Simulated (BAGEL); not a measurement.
**B3PH6 (SMILES BP(B)B): B3LYP/def2-SVP (density fitting with qzvpp-jkfit)**

Aim: the energy change on altering one bond length of B3PH6 at B3LYP/def2-SVP (density fitting with qzvpp-jkfit), from 2 runs. 

Program for the calculation: BAGEL 1.2.2.

9 further runs of the same task are left out: 9 set aside as unsound or not needed.

### Step 1. The system as given

The species is B3PH6 (10 atoms), meant as a singlet with charge 0. SMILES: `BP(B)B`. The shape is that of a GFN2-xTB optimisation.

Bond lengths: B1–P2 1.822 Å, P2–B3 1.822 Å, P2–B4 1.821 Å, B1–H5 1.170 Å, B1–H6 1.169 Å, B3–H7 1.170 Å, B3–H8 1.169 Å, B4–H9 1.170 Å, B4–H10 1.170 Å. Some angles: B1–P2–B3 120.0°, B1–P2–B4 120.0°, B3–P2–B4 120.0°, P2–B1–H5 120.0°, P2–B1–H6 120.2°, P2–B3–H7 120.2°, P2–B3–H8 120.0°, P2–B4–H9 120.1°, P2–B4–H10 120.1°, H5–B1–H6 119.8°.

### Step 2. A single-point energy at B3LYP/def2-SVP (density fitting with qzvpp-jkfit)

Contents of dft.json:

```json
{ "bagel" : [

{
  "title" : "molecule",
  "basis" : "svp",
  "df_basis" : "qzvpp-jkfit",
  "angstrom" : "true",
  "geometry" : [
    { "atom" : "B", "xyz" : [   -1.723200,   -0.026900,   -0.590170 ] },
    { "atom" : "P", "xyz" : [    0.000460,   -0.001380,   -0.000500 ] },
    { "atom" : "B", "xyz" : [    1.269060,    0.914680,   -0.933440 ] },
    { "atom" : "B", "xyz" : [    0.453890,   -0.887210,    1.524840 ] },
    { "atom" : "H", "xyz" : [   -2.014710,    0.540090,   -1.570820 ] },
    { "atom" : "H", "xyz" : [   -2.539700,   -0.615390,    0.005320 ] },
    { "atom" : "H", "xyz" : [    2.376550,    0.934060,   -0.556470 ] },
    { "atom" : "H", "xyz" : [    0.978570,    1.482320,   -1.913510 ] },
    { "atom" : "H", "xyz" : [   -0.360010,   -1.472900,    2.126880 ] },
    { "atom" : "H", "xyz" : [    1.559090,   -0.867360,    1.907880 ] }
  ]
},
{ "title" : "ks", "xc_func" : "b3lyp" },
{ "title" : "print", "file" : "orbitals.molden", "orbitals" : "true" }

]}
```

The run is started by

```console
BAGEL_NUM_THREADS=1 BAGEL dft.json > dft.out
```

The log of the run:

```text
* using 1 threads per process

  ===============================================================
  ===============================================================

  *** Geometry ***

  { "atom" : "B", "xyz" : [     -3.256376,     -0.050834,     -1.115260 ] },
  { "atom" : "P", "xyz" : [      0.000869,     -0.002608,     -0.000945 ] },
  { "atom" : "B", "xyz" : [      2.398176,      1.728495,     -1.763946 ] },
  { "atom" : "B", "xyz" : [      0.857728,     -1.676584,      2.881530 ] },
  { "atom" : "H", "xyz" : [     -3.807250,      1.020622,     -2.968420 ] },
  { "atom" : "H", "xyz" : [     -4.799337,     -1.162919,      0.010053 ] },
  { "atom" : "H", "xyz" : [      4.491029,      1.765118,     -1.051576 ] },
  { "atom" : "H", "xyz" : [      1.849229,      2.801179,     -3.616010 ] },
  { "atom" : "H", "xyz" : [     -0.680320,     -2.783378,      4.019221 ] },
  { "atom" : "H", "xyz" : [      2.946253,     -1.639073,      3.605371 ] },

  Number of auxiliary basis functions:      461

  Since a DF basis is specified, we compute 2- and 3-index integrals:
    o Being stored without compression. Storage requirement is 0.030 GB

  Number of basis functions:       90
  Number of electrons      :       36

    * METHOD: MOLECULE                             0.17

  *** Kohn-Sham DFT ***

    * Removing 17904 points whose weight is below 1.00e-10
    * Grid points: 131156

  === Nuclear Repulsion ===
   120.5265896281

       - DIIS with orbital gradients will be used.

  === KS iteration (b3lyp / svp) ===
      0       -376.59099571          0.06634338           0.41
      1       -332.12546869          0.13395419           0.38
      2       -377.84615766          0.07441230           0.41
      3       -411.42229837          0.07515329           0.40
      4       -413.37489966          0.07346040           0.40
      5       -413.49033168          0.07548526           0.40
      6       -413.46688382          0.07540492           0.39
      7       -414.23798930          0.07318051           0.41
      8       -398.88775029          0.15545469           0.40
      9       -418.86749107          0.02642244           0.40
     10       -419.30681661          0.00587010           0.40
     11       -419.30198725          0.00673529           0.40
     12       -419.32959015          0.00057503           0.43
     13       -419.32981168          0.00011254           0.41
     14       -419.32981918          0.00002709           0.40
     15       -419.32981967          0.00000670           0.39
     16       -419.32981970          0.00000367           0.38
     17       -419.32981970          0.00000059           0.42
     18       -419.32981970          0.00000014           0.41
     19       -419.32981970          0.00000004           0.38
     20       -419.32981970          0.00000002           0.41
     21       -419.32981970          0.00000000           0.40
    * SCF iteration converged.

    * Permanent dipole moment:
           (    0.000617,    -0.000872,     0.000275) a.u.

    * METHOD: KS                                   9.54

    * METHOD: PRINT                                0.03

  ===============================================================
```

It took 10 s on 1 thread of AMD EPYC 9R14 (Zen 4), shared host; peak memory 0.52 GiB.

### Step 3. The distorted shape

Contents of input.json:

```json
{ "bagel": [

{
  "title": "molecule",
  "basis": "svp",
  "df_basis": "qzvpp-jkfit",
  "angstrom": true,
  "geometry": [
    { "atom": "B", "xyz": [   -2.055481,   -0.032715,   -0.703272 ] },
    { "atom": "P", "xyz": [   -0.331821,   -0.007195,   -0.113602 ] },
    { "atom": "B", "xyz": [    0.936779,    0.908865,   -1.046542 ] },
    { "atom": "B", "xyz": [    0.121609,   -0.893025,    1.411738 ] },
    { "atom": "H", "xyz": [   -2.346991,    0.534275,   -1.683922 ] },
    { "atom": "H", "xyz": [   -2.871981,   -0.621205,   -0.107782 ] },
    { "atom": "H", "xyz": [    2.376550,    0.934060,   -0.556470 ] },
    { "atom": "H", "xyz": [    0.646289,    1.476505,   -2.026612 ] },
    { "atom": "H", "xyz": [   -0.692291,   -1.478715,    2.013778 ] },
    { "atom": "H", "xyz": [    1.226809,   -0.873175,    1.794778 ] }
  ]
},
{
  "title": "ks",
  "xc_func": "b3lyp"
},
{
  "title": "print",
  "file": "orbitals.molden",
  "orbitals": true
}

]}
```

The run is started by

```console
BAGEL_NUM_THREADS=1 BAGEL input.json > input.out
```

The log of the run:

```text
* using 1 threads per process

  ===============================================================
  ===============================================================

  *** Geometry ***

  { "atom" : "B", "xyz" : [     -3.884296,     -0.061822,     -1.328991 ] },
  { "atom" : "P", "xyz" : [     -0.627051,     -0.013597,     -0.214677 ] },
  { "atom" : "B", "xyz" : [      1.770256,      1.717506,     -1.977678 ] },
  { "atom" : "B", "xyz" : [      0.229808,     -1.687573,      2.667798 ] },
  { "atom" : "H", "xyz" : [     -4.435170,      1.009633,     -3.182151 ] },
  { "atom" : "H", "xyz" : [     -5.427258,     -1.173907,     -0.203678 ] },
  { "atom" : "H", "xyz" : [      4.491029,      1.765118,     -1.051576 ] },
  { "atom" : "H", "xyz" : [      1.221309,      2.790190,     -3.829742 ] },
  { "atom" : "H", "xyz" : [     -1.308240,     -2.794366,      3.805489 ] },
  { "atom" : "H", "xyz" : [      2.318333,     -1.650062,      3.391639 ] },

  Number of auxiliary basis functions:      461

  Since a DF basis is specified, we compute 2- and 3-index integrals:
    o Being stored without compression. Storage requirement is 0.030 GB

  Number of basis functions:       90
  Number of electrons      :       36

    * METHOD: MOLECULE                             0.17

  *** Kohn-Sham DFT ***

    * Removing 17557 points whose weight is below 1.00e-10
    * Grid points: 131503

  === Nuclear Repulsion ===
   119.5733718208

       - DIIS with orbital gradients will be used.

  === KS iteration (b3lyp / svp) ===
      0       -376.69688598          0.06612141           0.41
      1       -331.76413086          0.13275614           0.39
      2       -377.92493194          0.07385688           0.39
      3       -411.15924715          0.07245284           0.39
      4       -413.50266790          0.07332767           0.39
      5       -411.68759559          0.08322486           0.39
      6       -413.65680560          0.07541454           0.39
      7       -414.50935629          0.07191190           0.38
      8       -398.99542526          0.14678447           0.39
      9       -418.88145035          0.02568745           0.40
     10       -419.27897885          0.00609324           0.39
     11       -419.28067085          0.00615357           0.40
     12       -419.30284844          0.00047968           0.40
     13       -419.30298643          0.00018078           0.40
     14       -419.30300560          0.00005635           0.39
     15       -419.30300739          0.00001319           0.39
     16       -419.30300751          0.00000191           0.39
     17       -419.30300751          0.00000076           0.39
     18       -419.30300751          0.00000047           0.39
     19       -419.30300751          0.00000016           0.39
     20       -419.30300751          0.00000002           0.39
     21       -419.30300751          0.00000002           0.39
     22       -419.30300751          0.00000000           0.39
    * SCF iteration converged.

    * Permanent dipole moment:
           (    0.203866,     0.039183,     0.013848) a.u.

    * METHOD: KS                                   9.72

    * METHOD: PRINT                                0.03

  ===============================================================
```

Run time: 10 s. Hardware: 1 thread of AMD EPYC 9R14 (Zen 4), shared host; peak memory 0.52 GiB.

### Step 4. What came out

Level: B3LYP/def2-SVP (density fitting with qzvpp-jkfit).

| quantity | value |
| --- | --- |
| first shape: total energy | -419.32982 Eh |
| first shape: dipole moment | 0.00 D |
| first shape: HOMO energy | -7.73 eV |
| first shape: LUMO energy | -2.52 eV |
| first shape: HOMO–LUMO gap | 5.21 eV |
| distorted shape: total energy | -419.30301 Eh |
| distorted shape: dipole moment | 0.53 D |
| distorted shape: HOMO energy | -7.83 eV |
| distorted shape: LUMO energy | -2.63 eV |
| distorted shape: HOMO–LUMO gap | 5.21 eV |
| energy change with the B3–H7 bond stretched from 1.170 to 1.521 Å | 0.730 eV |

**Reading.** With the B3–H7 bond stretched from 1.170 to 1.521 Å the energy rises by 0.73 eV (70.4 kJ/mol). The first shape isn't relaxed at this level, so the change isn't measured from a minimum.
